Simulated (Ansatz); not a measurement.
Predict the output of the script below (the Python package of Ansatz (0.2.0)).

`gasb3.extxyz`
```text
4
Lattice="0.0 3.730595 3.730595 3.730595 0.0 3.730595 3.730595 3.730595 0.0" Properties=species:S:1:pos:R:3 pbc="T T T"
Ga    0.00000000    0.00000000    0.00000000
Sb    1.86529750    1.86529750    1.86529750
Sb    5.59589250    5.59589250    5.59589250
Sb    3.73059500    3.73059500    3.73059500
```

Script `kconv.py`:
```python
"""Convergence of GaSb3 with the k-point mesh."""

import ansatz
import matplotlib.pyplot as plt

cell = ansatz.Crystal.from_extxyz("gasb3.extxyz")

calculation = cell.calculation()
calculation = calculation.pseudopotentials("paw")
calculation = calculation.functional("pbe")
calculation = calculation.occupations(ansatz.OccupationsMethod.FIXED)
calculation = calculation.basis(550)
calculation = calculation.forces()
calculation = calculation.stress()

rows = []
for value in [(2, 2, 2), (3, 3, 3), (4, 4, 4), (5, 5, 5), (7, 7, 7)]:
    report = calculation.kpoints(*value).run().report
    rows.append((value, report["free_energy_ev"] / len(report["lattice"]["sites"]), report["n_iterations"], sum(report["stress_gpa"][i][i] for i in range(3)) / 3, max(abs(f) for row in report["forces_ev_ang"] for f in row), report["n_kpoints"]))

print("        mesh   F/atom (eV)    iterations       P (GPa)  max component (eV/A)      k-points")
for row in rows:
    print(f"{str(row[0]):>12s}  {row[1]:12.5f}  {row[2]:12d}  {row[3]:12.3f}  {row[4]:20.4f}  {row[5]:12d}")

# the last row is the reference
for row in rows[:-1]:
    shift = 1000 * (row[1] - rows[-1][1])
    print(f"{row[0]}: {shift:+.2f} meV/atom" + ("  (within 5 meV)" if abs(shift) < 5 else ""))
plt.figure(figsize=(4.5, 3))
plt.plot([str(row[0]) for row in rows], [1000 * (row[1] - rows[-1][1]) for row in rows], "o-")
plt.xlabel("mesh")
plt.ylabel("F - F(last) (meV/atom)")
plt.tight_layout()
plt.savefig("kconv.png", dpi=100)
```

`python kconv.py` gives:
```text
RunWarning: iter 1: σ=0 fill of 29 bands saw a band overlap (occupied 11.7149 eV > unoccupied 8.3117 eV) — on an unconverged iterate often a transient of an unconverged empty band; one that stands at the close is told there (band_overlap_at_count); if the run [...]
RunWarning: a fill by count may have filled part of one level: at k-index 2 the highest filled band, 11.783617 eV, and the lowest empty band, 11.783617 eV, stand 1.776e-15 eV apart, within the solve's uncertainty, 3.162e-4 eV. If they are one level, whatever [...]
RunWarning: the bands overlap at the fill by count (29 filled at each k-point of a channel): the highest filled level, 11.783617 eV at k-index 2, stands 3.3515 eV over the lowest empty one, 8.432108 eV at k-index 0, so that a fill of the lowest levels lies [...]
        mesh   F/atom (eV)    iterations       P (GPa)  max component (eV/A)      k-points
   (2, 2, 2)   -5808.23977             7         9.537                0.0000             3
   (3, 3, 3)   -5808.83395             7         2.412                0.0000             4
   (4, 4, 4)   -5808.64250             7         0.777                0.0000             8
   (5, 5, 5)   -5808.74162             7         1.894                0.0000            10
   (7, 7, 7)   -5808.72365             7         1.719                0.0000            20
(2, 2, 2): +483.88 meV/atom
(3, 3, 3): -110.30 meV/atom
(4, 4, 4): +81.15 meV/atom
(5, 5, 5): -17.96 meV/atom
```
(Warnings from the package without file and line, shortened, repeats left out.)

At this level of theory the bands overlap, so fixed occupations are wrong: energies and levels aren't those of its ground state, and a smearing is needed. Forces vanish by symmetry here and test nothing. Pressure is positive in compression. The structure comes from a database of computed cells and needn't be a stable or known phase. Shifts are counted from the finest mesh, which is itself no proven limit. Timing: 8.1 s on 1 thread of AMD EPYC 9R45 96-Core Processor (Zen 5), on a shared host, peak memory 0.58 GiB.

(Lines on the test bed's own set-up are left out of the output.)
